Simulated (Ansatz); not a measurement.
**F₂H₄O₂Si₂ + H₂O: a complex and its separated parts**

Aim: how far the complex at one end of a reaction step lies below its separated, relaxed parts, level by level.

Program: Ansatz 0.2.0, Gaussian basis. Level of theory: PBE0-D4/def2-TZVP structures, single points in def2-TZVPP, no counterpoise correction. These are calculated values, not measurements.

Levels: SPW92, PBE-D4, BLYP-D4, r2SCAN-D4, B97M-V, PBE0-D4, B3LYP-D4, r2SCAN0-D4, BHLYP-D4, CAM-B3LYP-D4, wB97X-V, wB97M-V, B2PLYP, PBE-QIDH, RPA on PBE, Hartree-Fock, MP2, CCSD, CCSD(T).

Correlated methods freeze the cores. B3LYP uses VWN-RPA correlation. B2PLYP carries no dispersion term here.

94 further runs of the same task are left out: 94 set aside as unsound or not needed. Runs told in other sessions of the task aren't counted.

## Step 1: Where the work starts

The complex: 13 atoms, charge 0, spin multiplicity 1.

Atoms are counted from 1 here; the program's logs count them from 0.

Bond lengths: Si1–O2 1.621 Å, Si1–F4 1.579 Å, Si1–F5 1.579 Å, Si1–O6 1.596 Å, O2–Si3 1.649 Å, Si3–H9 1.482 Å, Si3–H10 1.484 Å, Si3–H11 1.483 Å, O6–H12 0.977 Å, H7–O8 0.963 Å, O8–H13 0.960 Å. Angles: O2–Si1–F4 108.8°, O2–Si1–F5 109.1°, O2–Si1–O6 111.2°, F4–Si1–F5 105.2°, F4–Si1–O6 111.1°, F5–Si1–O6 111.3°, Si1–O2–Si3 141.5°, O2–Si3–H9 110.1°, O2–Si3–H10 106.4°, O2–Si3–H11 110.2°, H9–Si3–H10 109.9°, H9–Si3–H11 110.2°, H10–Si3–H11 109.9°, Si1–O6–H12 116.5°, H7–O8–H13 106.3°.

Geometry (Å):

```mol
F2H6O3Si2
  3D, bonds by distance, orders not assigned

 13 11  0  0  0  0  0  0  0  0999 V2000
   -0.6103   -0.1357    1.3739 Si  0  0
   -0.2023   -0.4513   -0.1630 O   0  0
   -0.4848   -1.5303   -1.3776 Si  0  0
   -0.0497   -1.2882    2.2967 F   0  0
   -2.1804   -0.2184    1.5179 F   0  0
   -0.0601    1.2897    1.8369 O   0  0
    1.1895    1.4233   -0.8170 H   0  0
    1.3235    2.2317   -0.3110 O   0  0
   -1.9041   -1.4630   -1.7998 H   0  0
    0.3973   -1.1350   -2.5037 H   0  0
   -0.1494   -2.9038   -0.9306 H   0  0
    0.4604    1.7910    1.1792 H   0  0
    2.2705    2.3899   -0.3018 H   0  0
  1  2  8  0
  1  4  8  0
  1  5  8  0
  1  6  8  0
  2  3  8  0
  3  9  8  0
  3 10  8  0
  3 11  8  0
  6 12  8  0
  7  8  8  0
  8 13  8  0
M  END
```

Its parts: F₂H₄O₂Si₂ holds atoms 1, 2, 3, 4, 5, 6, 9, 10, 11, 12; H₂O holds atoms 7, 8, 13. Each part counts its atoms afresh in its own runs.

## Step 2: Relaxing F₂H₄O₂Si₂ alone

Contents of relax-a/in.yaml:

```yaml
crystal:
  periodic: [false, false, false]
  atoms:
    - {symbol: Si, position_ang: [-0.610269, -0.135660, 1.373876]}
    - {symbol: O, position_ang: [-0.202330, -0.451346, -0.163003]}
    - {symbol: Si, position_ang: [-0.484802, -1.530326, -1.377648]}
    - {symbol: F, position_ang: [-0.049708, -1.288178, 2.296655]}
    - {symbol: F, position_ang: [-2.180424, -0.218438, 1.517940]}
    - {symbol: O, position_ang: [-0.060074, 1.289655, 1.836866]}
    - {symbol: H, position_ang: [-1.904066, -1.462956, -1.799754]}
    - {symbol: H, position_ang: [0.397258, -1.134980, -2.503688]}
    - {symbol: H, position_ang: [-0.149445, -2.903800, -0.930554]}
    - {symbol: H, position_ang: [0.460398, 1.791017, 1.179246]}
basis:
  gaussian: {orbitals: def2-TZVP}
hamiltonian: {xc: pbe0, dispersion: d4}
relax: {f_tol: 0.005, max_steps: 200}
```

Launch:

```console
$ ansatz run in.yaml --threads 4 --pin off --events-out ev --progress --plain --max-ram 41984MiB --backend cuda --devices 0, --max-vram 37GiB
```

After this run come: Relaxing H₂O alone; SPW92/def2-TZVPP; PBE-D4/def2-TZVPP; BLYP-D4/def2-TZVPP; r2SCAN-D4/def2-TZVPP; B97M-V/def2-TZVPP; PBE0-D4/def2-TZVPP; B3LYP-D4/def2-TZVPP; r2SCAN0-D4/def2-TZVPP; BHLYP-D4/def2-TZVPP; CAM-B3LYP-D4/def2-TZVPP; wB97X-V/def2-TZVPP; wB97M-V/def2-TZVPP; B2PLYP/def2-TZVPP; PBE-QIDH/def2-TZVPP; RPA on PBE/def2-TZVPP; CCSD(T)/def2-TZVPP; Vibrations of F₂H₄O₂Si₂; Vibrations of H₂O.

**Question.** What will these runs give? Wanted: complex less parts, CCSD(T)/def2-TZVPP; with zero-point energy; largest T1 diagnostic.

As calculated:

| quantity | value |
| --- | --- |
| complex less parts, CCSD(T)/def2-TZVPP | -34.5 kJ/mol |
| with zero-point energy | -25.5 kJ/mol |
| largest T1 diagnostic | 0.011 |

What this shows: At CCSD(T) the complex lies 34.5 kJ/mol below its parts. Among the functionals PBE-QIDH lands nearest to CCSD(T) (+0.5 kJ/mol) and SPW92 farthest (-24.0 kJ/mol). Mean unsigned error by rung: LDA 24.0, GGA 6.4, meta-GGA 3.1, hybrid 3.2, range-separated hybrid 3.5, double hybrid 1.4 kJ/mol. The double hybrids carry no dispersion term here, unlike the levels marked D4 or V. PBE-D4 gives a relative energy 7.6 kJ/mol too low, outside chemical accuracy (1 kcal/mol, 4.2 kJ/mol). No counterpoise was applied, and triple zeta lacks some correlation, so the CCSD(T) reference has a basis error of its own, and close matches with it are partly luck.
